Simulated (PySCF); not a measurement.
# C5H10AlBO: electronic excitations

Aim: predict the electronic excitations of C5H10AlBO (`CB[O][AlH][C@H]1C=CC1`).

Programs: PySCF 2.14.0, with density-fitted response routines of our own. Each step states its level of theory. These are calculated values for one molecule in the gas phase, unless marked as measured. Atoms count from 0, in the outputs and in this text.

## Step 1: Starting geometry

18 atoms, charge 0, multiplicity 1; geometry from: GFN2-xTB.

Bonds of the start (Å): C0–B1 1.58, B1–O2 1.34, O2–Al3 1.66, Al3–C4 2.00, C4–C5 1.51, C5–C6 1.33, C6–C7 1.50, C7–C4 1.56, C0–H8 1.09, C0–H9 1.09, C0–H10 1.09, B1–H11 1.18, Al3–H12 1.53, C4–H13 1.10, C5–H14 1.08, C6–H15 1.08, C7–H16 1.09, C7–H17 1.09.

## Step 2: TDDFT and polarisability: CAM-B3LYP/def2-SVPD

The job: settings as JSON, then the geometry in Å.

```
{"job": {"kind": "uv", "xc": "CAM-B3LYP", "basis": "def2-SVPD", "nstates": 8, "ntriplets": 3}, "charge": 0, "multiplicity": 1}
C     -3.901321     0.581239    -0.530657
B     -2.878234    -0.585448    -0.210234
O     -1.579457    -0.328477    -0.010092
Al     0.006356     0.087824     0.263348
C      1.605132    -0.704488    -0.648185
C      2.274440     0.316929    -1.533696
C      3.325795     0.481164    -0.733751
C      2.865705    -0.539192     0.260830
H     -3.418162     1.548958    -0.642897
H     -4.462637     0.370924    -1.438715
H     -4.637324     0.665184     0.267356
H     -3.254141    -1.701886    -0.138616
H      0.214527     1.216354     1.280166
H      1.510800    -1.695657    -1.111636
H      1.978712     0.745825    -2.477000
H      4.189748     1.122500    -0.742981
H      2.665540    -0.145266     1.262296
H      3.485761    -1.430170     0.343287
```

With the program's defaults for keys left out, this is: TDDFT CAM-B3LYP/def2-SVPD, vertical, gas phase, core orbitals frozen in the response.

On the command line:

```
$ OMP_NUM_THREADS=1 python probes_run.py task.json out
```

This one command runs all jobs of the session in turn.

Predict these results of the whole session: lowest singlet (CAM-B3LYP/def2-SVPD); brightest single state of those computed; lowest triplet.

The runs gave:

| quantity | value |
| --- | --- |
| lowest singlet (CAM-B3LYP/def2-SVPD) | 5.09 eV (244 nm), f = 0.031 |
| brightest single state of those computed | state 7, 6.84 eV, f = 0.169 |
| lowest triplet | 4.12 eV |

**Reading.** The lowest singlet, at 5.09 eV, is HOMO→LUMO 0.89 and is weak; of the 8 states computed, the strongest absorption comes from state 7 at 6.84 eV. The lowest triplet lies 0.97 eV below the lowest singlet (triplets in Tamm-Dancoff, singlets in full TDDFT).
